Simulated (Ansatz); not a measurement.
H₅O₂PSiSn, SMILES O[Si]1([SnH3])OP1: vertical spin-state energies, run with Ansatz 0.2.0, Python API.

`h5o2psisn_spin.py`
```python
import warnings

import ansatz as az

warnings.simplefilter("ignore", az.DeckWarning)

geometry_ang = [
    ("O", (-1.9613, 0.2932, 1.367)),
    ("Si", (-0.8974, 0.1937, 0.0591)),
    ("Sn", (1.3458, -0.8206, 0.3873)),
    ("O", (-0.7053, 1.6843, -0.7934)),
    ("P", (-1.6064, 0.6806, -1.9834)),
    ("H", (-1.4934, 0.7869, 2.0793)),
    ("H", (2.3225, 0.1678, 1.5221)),
    ("H", (1.2395, -2.42, 1.0465)),
    ("H", (2.2148, -0.8798, -1.095)),
    ("H", (-0.3757, 0.2628, -2.5865)),
]
system = az.Crystal.molecule()
for symbol, xyz in geometry_ang:
    system = system.atom(symbol, xyz)

job = (
    system.calculation()
    .basis(gaussian="def2-TZVP")
    .functional("r2scan0")
)
found = {}
for unpaired in [0, 2]:
    rep = job.spin("collinear", total=unpaired).run(threads=1, backend="cpu").report
    s = unpaired / 2
    found[unpaired] = rep["free_energy_ev"]
    print(f"2S+1 = {unpaired + 1}: E = {found[unpaired]:.5f} eV, <S^2> = {abs(rep['mean_field']['state']['spin_squared']):.3f} (pure state {s * (s + 1):.2f})")
lowest = min(found, key=found.get)
for unpaired, e in found.items():
    print(f"multiplicity {unpaired + 1}: {(e - found[lowest]):.3f} eV above the lowest")
```

Which spin state is lowest at this geometry, and how far above lie the others?

In order: multiplicity 1 (+0.00 eV) and multiplicity 3 (+3.27 eV), all at the one geometry.

What the script printed:

Running `python h5o2psisn_spin.py` prints:
```text
2S+1 = 1: E = -27173.80816 eV, <S^2> = 0.000 (pure state 0.00)
2S+1 = 3: E = -27170.53727 eV, <S^2> = 2.018 (pure state 2.00)
multiplicity 1: 0.000 eV above the lowest
multiplicity 3: 3.271 eV above the lowest
```

Notes:
- Total energies depend on the basis set; only differences at equal settings carry meaning.
- The geometry is a force-field or estimated start, not a minimum of this method, and the basis set is short of its limit. All parts are taken at fixed geometry, without zero-point energy.
- def2 sets replace the cores of elements past krypton by effective core potentials.
- Spin-orbit coupling, which mixes and shifts the spin states of heavy atoms, is left out.
- Run time: 110 s on 1 thread of Arm Neoverse V2 (shared host), peak memory 0.94 GiB.

(Lines on the test bed's own set-up are left out of the output.)
